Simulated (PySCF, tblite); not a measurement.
# C₅H₈F₂O₂Si: geometry, infrared bands and NMR shifts

Aim: predict the infrared bands and NMR shifts of C₅H₈F₂O₂Si (`O=CO[C@@H]1[C@H](F)C[SiH2][C@H]1F`).

Computed with tblite 0.8.0 and PySCF 2.14.0, with density-fitted response routines of our own, on a single molecule in the gas phase. Atoms count from 0, in the outputs and in this text.

## 1. Starting geometry

18 atoms, charge 0, multiplicity 1; geometry from: force field or distance geometry start.

Bonds of the start (Å): O0–C1 1.21, C1–O2 1.35, O2–C3 1.45, C3–C4 1.53, C4–F5 1.36, C4–C6 1.54, C6–Si7 1.93, Si7–C8 1.89, C8–F9 1.36, C8–C3 1.55, C1–H10 1.10, C3–H11 1.10, C4–H12 1.09, C6–H13 1.10, C6–H14 1.10, Si7–H15 1.49, Si7–H16 1.49, C8–H17 1.09.

## 2. Relaxing the molecule with GFN2-xTB

The job: settings as JSON, then the geometry in Å.

```
{"job": {"kind": "relax", "xc": "GFN2-xTB", "basis": "xTB"}, "charge": 0, "multiplicity": 1}
O      2.796400    -0.232300    -1.507900
C      2.912700    -0.009000    -0.322900
O      1.938500    -0.034300     0.616400
C      0.618400    -0.339200     0.094000
C      0.003000     0.845300    -0.651900
F      0.032800     1.948900     0.144900
C     -1.466900     0.533400    -0.967900
Si    -2.066300    -0.375400     0.619900
C     -0.315700    -0.647100     1.289000
F     -0.175300    -1.942800     1.676500
H      3.868900     0.228700     0.177100
H      0.681000    -1.239600    -0.538100
H      0.549700     1.104700    -1.558200
H     -1.548000    -0.150200    -1.820000
H     -2.058300     1.443900    -1.137200
H     -2.896700     0.513200     1.488100
H     -2.770900    -1.631600     0.235200
H     -0.112100    -0.010400     2.151300
```

On the command line:

```
> OMP_NUM_THREADS=1 python probes_run.py task.json out
```

One launch serves the whole session: the jobs run in the order shown.

**Question.** This job is followed by: GFN2-xTB harmonic vibrations, gas phase; GIAO PBE0/pcSseg-1 NMR shielding, non-relativistic, gas phase. What will the session give for the following? strongest single infrared mode (GFN2-xTB); zero-point energy (GFN2-xTB); ¹³C shifts against TMS (PBE0/pcSseg-1); ¹H shifts against TMS (PBE0/pcSseg-1); ¹⁷O shifts against H2O (PBE0/pcSseg-1); ¹⁹F shifts against CFCl3 (PBE0/pcSseg-1); ²⁹Si shifts against TMS (PBE0/pcSseg-1).

**Answer**, as computed:

| quantity | value |
| --- | --- |
| strongest single infrared mode (GFN2-xTB) | 1783 cm⁻¹, 479 km/mol |
| zero-point energy (GFN2-xTB) | 77.3 kcal/mol |
| ¹³C shifts against TMS (PBE0/pcSseg-1) | 166.7, 96.7, 92.4, 86.6, 15.0 ppm |
| ¹H shifts against TMS (PBE0/pcSseg-1) | 8.23, 5.82, 5.66, 5.26, 4.56, 4.51, 1.47, 1.24 ppm |
| ¹⁷O shifts against H2O (PBE0/pcSseg-1) | 444.7, 226.3 ppm |
| ¹⁹F shifts against CFCl3 (PBE0/pcSseg-1) | -212.5, -257.9 ppm |
| ²⁹Si shifts against TMS (PBE0/pcSseg-1) | -34.0 ppm |

In words: Over 50 steps the energy fell by 0.212 eV; of the close pairs, Si7–C8 changed most, 1.894 to 1.931 Å. No mode is imaginary among the 48: a minimum at this level. The strongest single mode, at 1783 cm⁻¹, moves mainly C1 and O0. Unscaled tight-binding wavenumbers are off by several per cent, some by more. Its intensities can rank the bands wrongly. At PBE0/pcSseg-1: Shielding is most anisotropic at O0 (span 688 ppm, paramagnetic term -512 ppm).
